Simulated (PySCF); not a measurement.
# ClH3O3Zr: the cost of one run

Computed with PySCF 2.14.0. Level: levels as typed in each script, gas phase, geometry from GFN2-xTB.

**1. The starting structure**

SMILES `O[Zr](O)(O)Cl`, 8 atoms, charge 0, spin multiplicity 1.

Bond lengths: O1–Zr2 1.870 Å, O1–H6 0.965 Å, Zr2–O3 1.872 Å, Zr2–O4 1.871 Å, Zr2–Cl5 2.280 Å, O3–H7 0.965 Å, O4–H8 0.965 Å. Angles: Zr2–O1–H6 129.9°, O1–Zr2–O3 106.5°, O1–Zr2–O4 106.6°, O1–Zr2–Cl5 112.4°, O3–Zr2–O4 106.5°, O3–Zr2–Cl5 112.3°, O4–Zr2–Cl5 112.2°, Zr2–O3–H7 129.9°, Zr2–O4–H8 129.9°.

Coordinates:

```xyz
8
charge 0, multiplicity 1
O     0.91549    1.56936   -0.72878
Zr    0.20426    0.00045   -0.00036
O     0.91478   -1.41783   -0.99350
O     0.90993   -0.15349    1.72584
Cl   -2.07591    0.00005   -0.00132
H     1.73594    1.70821   -1.21718
H     1.73377   -1.91214   -0.86741
H     1.72878    0.20096    2.09301
```

**2. Density, bond paths and surface potential (PBE0/def2-tzvp)**

File input.py:

```python
import numpy as np
from pyscf import gto, scf, dft
from pyscf.scf import atom_ks, atom_hf
from scipy.linalg import block_diag

def solve(mol, dm0=None, hcore=None):
    mf = (dft.UKS if mol.spin else dft.RKS)(mol, xc='pbe0')
    mf.grids.level = 3
    mf = mf.density_fit(auxbasis='def2-universal-jkfit')
    mf.conv_tol, mf.max_cycle = 1e-8, 80
    if hcore is not None:
        mf.get_hcore = lambda *args: hcore
    mf.kernel(dm0)
    if not mf.converged:
        mf = mf.newton().run(mf.mo_coeff, mf.mo_occ, max_cycle=30)
    assert mf.converged, 'SCF not converged'
    return mf

mol = gto.M(atom='''
O      0.91549     1.56936    -0.72878
Zr     0.20426     0.00045    -0.00036
O      0.91478    -1.41783    -0.99350
O      0.90993    -0.15349     1.72584
Cl    -2.07591     0.00005    -0.00132
H      1.73594     1.70821    -1.21718
H      1.73377    -1.91214    -0.86741
H      1.72878     0.20096     2.09301
''', basis='def2-tzvp', ecp={'Zr': 'def2-tzvp'}, charge=0, spin=0, verbose=4)
mf = solve(mol)
mf.analyze()
# spherically averaged free atoms, for the promolecule
atom_ks.AtomSphAverageRKS.init_guess_by_vsap = lambda self, mol=None: self.init_guess_by_minao(mol)  # core potentials
atm = atom_ks.get_atm_nrks(mol, xc='pbe0')
pro = block_diag(*[(atm[a[0]][2] * atm[a[0]][3]) @ atm[a[0]][2].T for a in mol._atom])
np.savez('result.npz', e=mf.e_tot, c=mf.mo_coeff, occ=mf.mo_occ, eps=mf.mo_energy, pro=pro, dip=mf.dip_moment(verbose=0), s2=mf.spin_square()[0])
```

The run is started by

```bash
> OMP_NUM_THREADS=1 python input.py
```

**Question.** How long does this run take on 1 thread of Arm Neoverse V2, shared host, and how much memory does it need?

About 36 s, with a peak of 0.71 GiB.
